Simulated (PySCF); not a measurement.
# H9NOSi3: the cost of one run

Computed with PySCF 2.14.0, with density-fitted response routines of our own, on a single molecule in the gas phase. Atoms count from 0, in the outputs and in this text.

## Step 1: Starting geometry

14 atoms, charge 0, multiplicity 1; geometry from: GFN2-xTB. The atoms were then displaced at random by about 0.01 Å, so the start is not that level's minimum.

Bonds of the start (Å): N0–Si1 1.70, Si1–Si2 2.29, Si2–O3 1.67, O3–Si4 1.58, N0–H5 1.01, N0–H6 1.03, Si1–H7 1.46, Si1–H8 1.50, Si2–H9 1.48, Si2–H10 1.45, Si4–H11 1.44, Si4–H12 1.46, Si4–H13 1.47.

## Step 2: Relaxing the molecule at PBE0-D3(BJ)/def2-SVP

The job: settings as JSON, then the geometry in Å.

```
{"job": {"xc": "PBE0", "basis": "def2-SVP", "d3": "d3bj", "grid": 1, "shake": 0.01, "kind": "geom"}, "charge": 0, "multiplicity": 1}
N     -3.035980     0.070890     0.156650
Si    -1.557050    -0.596560     0.648290
Si     0.026150     0.902330    -0.040690
O      1.501500     0.205830     0.329220
Si     2.978500    -0.357350     0.354160
H     -3.903520    -0.433440     0.280910
H     -3.236110     1.064280     0.345930
H     -1.545950    -1.902530    -0.013380
H     -1.506310    -0.898430     2.119400
H      0.080490     2.194540     0.685080
H      0.100190     1.230010    -1.454940
H      3.136510    -1.262810    -0.760590
H      3.864320     0.797170     0.243710
H      3.090100    -1.028990     1.658540
```

Command:

```
$ OMP_NUM_THREADS=1 python probes_run.py task.json out
```

This one command runs all jobs of the session in turn.

**Question.** How long does this first job take on 1 thread of Arm Neoverse V2, shared host, and how much memory does it need?

About 86 s, with a peak of 0.52 GiB.
